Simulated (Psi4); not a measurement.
**CHAlFO+ (SMILES [O+]#[C][AlH][F]): a first try and a second**

Aim: the energy of CHAlFO+ at CC2/3-21G (density fitting).

The calculation is run with Psi4 1.11.

3 further runs of the same task are left out: 3 set aside as unsound or not needed.

### 1 The molecule

CHAlFO+ has 5 atoms, charge +1, and is taken as a singlet. SMILES: `[O+]#[C][AlH][F]`. The shape comes from GFN2-xTB, which is rough for such elements, and wasn't checked as a minimum.

Bond lengths: O1–C2 1.103 Å, C2–Al3 2.205 Å, Al3–F4 1.616 Å, Al3–H5 1.492 Å. Angles: O1–C2–Al3 171.0°, C2–Al3–F4 96.6°, C2–Al3–H5 117.4°, F4–Al3–H5 146.0°.

### 2 The input as first written

File chalfo.dat:

```
memory 1.6 GB

molecule {
  1 2
  O      0.875470    -1.765280     1.316800
  C      0.590070    -0.886690     0.714870
  Al    -0.292060     0.719910    -0.510680
  F     -1.742320     0.033220    -0.702740
  H      0.568840     1.898850    -0.818240
}

set basis 3-21G

energy_value, wavefunction = energy("cc2", return_wfn=True)
```

On the command line:

```
psi4 -n 1 chalfo.dat chalfo.out
```

chalfo.out:

```text
Psi4 1.11 release

qcelemental.exceptions.ValidationError: Inconsistent or unspecified chg/mult: sys chg: None, frag chg: [1.0], sys mult: None, frag mult: [2]

Printing out the relevant lines from the Psithon --> Python processed input file:
    from psi4.driver.wrapper_database import database, db, DB_RGT, DB_RXN
    from psi4.driver.wrapper_autofrag import auto_fragments
    psi4_io = core.IOManager.shared_object()
    core.set_memory_bytes(1600000000)

--> geometry("""
      1 2
      O      0.875470    -1.765280     1.316800
      C      0.590070    -0.886690     0.714870
      Al    -0.292060     0.719910    -0.510680
      F     -1.742320     0.033220    -0.702740

!----------------------------------------------------------------------------------!
!                                                                                  !
!  Inconsistent or unspecified chg/mult: sys chg: None, frag chg: [1.0], sys mult: !
!     None, frag mult: [2]                                                         !
!                                                                                  !
!----------------------------------------------------------------------------------!

    Psi4 run time: 0:00:00.00
```

Wall time 1.7 s (1 thread of Intel Xeon 6975P-C (Granite Rapids), shared host); peak memory 0.13 GiB.

### 3 Reading the log

The program refused the input.

The telling line is `qcelemental.exceptions.ValidationError: Inconsistent or unspecified chg/mult: sys chg: None, frag chg: [1.0], sys mult: None, frag mult: [2]`. Cause: the spin state typed doesn't suit the molecule. To mend it: multiplicity 1 in place of 2.

### 4 Try two

Changes to chalfo.dat since step 2:

```diff
@@ -2,4 +2,4 @@
 
-molecule {
-  1 2
+molecule mol {
+  1 1
   O      0.875470    -1.765280     1.316800
@@ -13,2 +13,3 @@
 
-energy_value, wavefunction = energy("cc2", return_wfn=True)
+E = energy('cc2')
+print_variables()
```

On the command line:

```
psi4 chalfo.dat chalfo.out -n 1
```

chalfo.out:

```text
[...]
  Running in c1 symmetry.
[...]
  Nuclear repulsion =  125.006586218126358
[...]
  Multiplicity = 1
[...]
  Nalpha       = 18
  Nbeta        = 18
[...]
    Number of basis functions: 42
[...]
   @RHF iter   1:  -451.86513644321053   -9.66947e-01   1.08592e-02 ADIIS/DIIS
[...]
   @RHF iter  13:  -451.96612208253089   -1.13687e-13   2.21506e-09 DIIS
[...]
    Orbital Energies [Eh]
    ---------------------
    Doubly Occupied:
       1A    -58.382594     2A    -26.330148     3A    -20.873889
       4A    -11.609799     5A     -5.184664     6A     -3.488879
       7A     -3.488635     8A     -3.487478     9A     -1.840697
      10A     -1.743823    11A     -1.055764    12A     -0.934738
      13A     -0.909706    14A     -0.909325    15A     -0.847677
      16A     -0.812793    17A     -0.812511    18A     -0.738614
[...]
  @RHF Final Energy:  -451.96612208253089
   => Energetics <=
    Nuclear Repulsion Energy =            125.0065862181263583
    One-Electron Energy =                -867.0419505984450552
    Two-Electron Energy =                 290.0692422977878095
    Total Energy =                       -451.9661220825308874
[...]
 Multipole Moments:
 ------------------------------------------------------------------------------------
     Multipole            Electronic (a.u.)      Nuclear  (a.u.)        Total (a.u.)
 ------------------------------------------------------------------------------------
 L = 1.  Multiply by 2.5417464519 to convert [e a0] to [Debye]
 Dipole X            :         -0.8894915            2.2126737            1.3231822
 Dipole Y            :          0.1424443            0.8632822            1.0057265
 Dipole Z            :         -0.4338164            0.3966774           -0.0371390
 Magnitude           :                                                    1.6624308
[...]
      * MP2 total energy                      = -452.345646683911013
[...]
```

It took 5.4 s on 1 thread of Intel Xeon 6975P-C (Granite Rapids), shared host; peak memory 0.22 GiB.

### 5 What came out

At CC2/3-21G (density fitting):

```
                             quantity          value
    ground-state or mean-field energy  -452.35876 Eh
  HOMO energy (Hartree–Fock orbitals)      -20.10 eV
  LUMO energy (Hartree–Fock orbitals)       -5.12 eV
HOMO–LUMO gap (Hartree–Fock orbitals)       14.98 eV
                   correlation energy     -392.6 mEh
                        T1 diagnostic          0.018
```
